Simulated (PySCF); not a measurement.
# Br: the cost of one run

Programs: PySCF 2.14.0, with routines of our own; each step states its level. All values are computed. Atoms count from 0.

## 1. The starting structure

1 atom, charge -1, multiplicity 1; geometry from: atom.

## 2. NMR shieldings: PBE0/pcJ-1 Br:dyall-v2z, spin–orbit

The job: settings as JSON, then the geometry in Å.

```
{"job": {"xc": "PBE0", "basis": {"default": "pcJ-1", "Br": "dyall-v2z"}, "rel": "so", "kind": "hnmr"}, "charge": -1, "multiplicity": 1}
Br     0.000000     0.000000     0.000000
```

With the program's defaults for keys left out, this is: PBE0/pcJ-1 Br:dyall-v2z GIAO NMR shielding, X2C with spin-orbit coupling, screened-nuclear two-electron part, Gaussian nuclei, gas phase.

Started as:

```
> OMP_NUM_THREADS=1 python heavy_run.py task.json out
```

One launch serves the whole session: the jobs run in the order shown.

Q: Estimate the wall time and peak memory of this first job on 1 thread of Arm Neoverse V1, shared host.

About 4.3 s, with a peak of 0.35 GiB.
